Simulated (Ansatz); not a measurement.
**BaReO3 (Pm-3m): relaxations under a series of pressures**

How does BaReO3 (Pm-3m) give way under pressure? The task is relaxations under a series of pressures, for BaReO3 (Pm-3m).

All numbers are computed with Ansatz 0.2.0 through its Python package. Level of theory: DFT PBEsol, plane waves, PAW.

### Step 1. The system

Symmetry: Pm-3m, No. 221, cubic system. The conventional cell has a = 4.065 Å, b = 4.065 Å, c = 4.065 Å, α = 90.00°, β = 90.00°, γ = 90.00°. Ba (site symmetry m-3m) is surrounded by 12 O at 2.87 Å. Re (site symmetry m-3m) is surrounded by 6 O at 2.03 Å. O (site symmetry 4/mmm) is surrounded by 2 Re at 2.03 Å and 4 Ba at 2.87 Å.

The script holds or builds the structure itself.

### Step 2. The script

Input file bareo3_compress.py:

```python
# -*- coding: utf-8 -*-
import warnings

import ansatz as az
import numpy as np

def edges_and_angles(cell):
    cell = np.asarray(cell)
    a, b, c = np.linalg.norm(cell, axis=1)
    cosines = cell[1] @ cell[2] / (b * c), cell[0] @ cell[2] / (a * c), cell[0] @ cell[1] / (a * b)
    return (a, b, c, *np.degrees(np.arccos(cosines)))

warnings.simplefilter('ignore', az.DeckWarning)

system = (
    az.Lattice.from_parameters(4.064732, 4.064732, 4.064732, alpha=90.0, beta=90.0, gamma=90.0)
    .atom('Ba', [0.0, 0.0, 0.0])
    .atom('Re', [0.5, 0.5, 0.5])
    .atom('O', [0.5, 0.5, 0.0])
    .atom('O', [0.5, 0.0, 0.5])
    .atom('O', [0.0, 0.5, 0.5])
)

base = (
    system.calculation()
    .occupations(az.OccupationsMethod.FERMI_DIRAC, width=0.1)
    .functional(az.Functional.PBESOL)
    .kpoints(6, center='gamma')
)

rows = []
for pressure in [0, 10, 20, 30, 40]:
    done = base.relax(cell=True, pressure=pressure, force_tolerance=0.005, max_steps=100).run()
    cell = done.lattice.cell_ang
    n_atoms = len(done.lattice.sites)
    volume = abs(np.linalg.det(cell)) / n_atoms
    enthalpy = done.report['free_energy_ev'] / n_atoms + pressure * volume / 160.21766
    rows.append((pressure, volume, enthalpy, *edges_and_angles(cell)))
    print(f'{pressure} GPa done: {volume:.4f} A^3/atom')

print(' P (GPa)  V (A^3/atom)  H (eV/atom)     a       b       c')
for row in rows:
    print('{:8.1f} {:12.4f} {:14.5f} {:7.4f} {:7.4f} {:7.4f}'.format(*row[:6]))
p, v = np.array([row[0] for row in rows], float), np.array([row[1] for row in rows])
print('mean bulk modulus between rows (GPa):', np.round(-np.diff(p) / np.diff(np.log(v)), 1))
```

### Step 3. Launch

Started as:

```sh
$ python bareo3_compress.py
```

**Question.** How far does the cell shrink over this series of pressures, and what bulk modulus does the first step imply?

As calculated:

| quantity | value |
| --- | --- |
| bulk modulus between neighbouring pressures | 231.1 to 358.7 GPa |
| runs compared | 5 |
| range of energy | 181.17 meV/atom |

What this shows: The crystal stiffens as it is compressed. The volume falls from 12.74 Å³ an atom at 0 GPa to 11.09 at 40 GPa, by 13.0 %. Between 0 and 10 GPa, -V dP/dV is about 231 GPa, a mean over that step. In run 1, the volume shrank by 5.2 % over 4 moves, and the space group stayed Pm-3m. In run 5, the volume shrank by 17.5 % over 5 moves under the 40 GPa asked, and the space group stayed Pm-3m. The cell holds an odd number of electrons and is run without spin, so a magnetic state may lie lower. At a fixed pressure a relaxation lowers the enthalpy F + PV, while F alone can rise. For a metal this k-point mesh is coarse: on a finer one energies can move by several to tens of meV an atom and pressures by half a GPa or more, differences at one mesh by less. Spin-orbit coupling, which matters for elements this heavy, is left out. This cell is a computed structure, which may not be the phase found in nature. Symmetry holds the cell in this phase, so another phase that may be stable under pressure is not reached.
